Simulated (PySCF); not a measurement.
# EuH9N3 (Eu(NH3)33+): the cost of one run

Computed with PySCF 2.14.0. Level: BP86, Eu lcecp-1-SVP with ECP52, N def2-SVP, H def2-SVP; scalar-relativistic core potentials, no spin–orbit coupling.

4 further runs of the same task are left out: 2 for a known fault of the program, 2 that didn't finish.

### Step 1. Where the work starts

13 atoms, charge 3, spin multiplicity 1.

Bond lengths: Eu1–N2 2.451 Å, Eu1–N6 2.451 Å, Eu1–N10 2.451 Å, N2–H3 1.048 Å, N2–H4 1.047 Å, N2–H5 1.047 Å, N6–H7 1.048 Å, N6–H8 1.047 Å, N6–H9 1.047 Å, N10–H11 1.048 Å, N10–H12 1.047 Å, N10–H13 1.047 Å. Angles: N2–Eu1–N6 111.2°, N2–Eu1–N10 111.2°, N6–Eu1–N10 111.2°, Eu1–N2–H3 114.8°, Eu1–N2–H4 116.5°, Eu1–N2–H5 115.7°, H3–N2–H4 102.6°, H3–N2–H5 102.6°, H4–N2–H5 102.7°, Eu1–N6–H7 114.8°, Eu1–N6–H8 116.5°, Eu1–N6–H9 115.7°, H7–N6–H8 102.6°, H7–N6–H9 102.6°, H8–N6–H9 102.7°, Eu1–N10–H11 114.8°, Eu1–N10–H12 116.5°, Eu1–N10–H13 115.7° and more.

As a file:

```xyz
13
EuH9N3
Eu    0.0000    0.0000    0.7560
N     2.3349   -0.0004    0.0096
H     3.0306   -0.2796    0.7422
H     2.5715   -0.6404   -0.7847
H     2.7072    0.9216   -0.3183
N    -1.1671    2.0222    0.0096
H    -1.2732    2.7644    0.7422
H    -0.7312    2.5471   -0.7847
H    -2.1517    1.8837   -0.3183
N    -1.1678   -2.0219    0.0096
H    -1.7574   -2.4848    0.7422
H    -1.8403   -1.9068   -0.7847
H    -0.5555   -2.8053   -0.3183
```

Formal oxidation states: Eu +3. Each metal's 6 4f electrons lie in its core potential, so multiplicities, spins and levels count the valence alone. An earlier session relaxed this geometry at BP86, Eu lcecp-1-SVP with ECP52, N def2-SVP, H def2-SVP (singlet, point group C3).

Its energy there is -203.902876 Eh.

### Step 2. Atoms moved at random, σ = 0.06 Å

The input, run.py (the lines that set the calculation):

```python
mol = gto.M(atom='''
Eu    -0.00758     0.05757     0.66744
N      2.30261     0.05431    -0.03973
H      3.00360    -0.31066     0.79266
H      2.51378    -0.65483    -0.77230
H      2.68610     0.88456    -0.21554
N     -1.19230     1.99642    -0.09492
H     -1.24731     2.75491     0.80536
H     -0.67455     2.53058    -0.85283
H     -2.12200     1.92823    -0.21923
N     -1.16515    -1.97364     0.04382
H     -1.72305    -2.54185     0.77877
H     -1.75914    -1.93037    -0.86401
H     -0.61500    -2.79522    -0.32695''',
    basis={'Eu': 'lcecp-1-SVP', 'N': 'def2-SVP', 'H': 'def2-SVP'},
    ecp={'Eu': 'lcecp-1-SVP'},
    charge=3, spin=0)
mf = dft.RKS(mol, xc='B88,P86')
mf.grids.atom_grid = (50, 194)  # f atoms: unpruned, at least (60, 302)
mf = mf.density_fit()  # fitting sets: Eu AutoAux, N def2-universal-JKFIT, H def2-universal-JKFIT
mf.conv_tol = 1e-08; mf.max_cycle = 55
mf.kernel(dm0)  # dm0: the density of the relaxed state
```

On the command line:

```
$ OMP_NUM_THREADS=2 python run.py
```

**Question.** How long does this run take on 2 threads of Intel Xeon Platinum 8488C (Sapphire Rapids), shared host?

About 7.2 s.
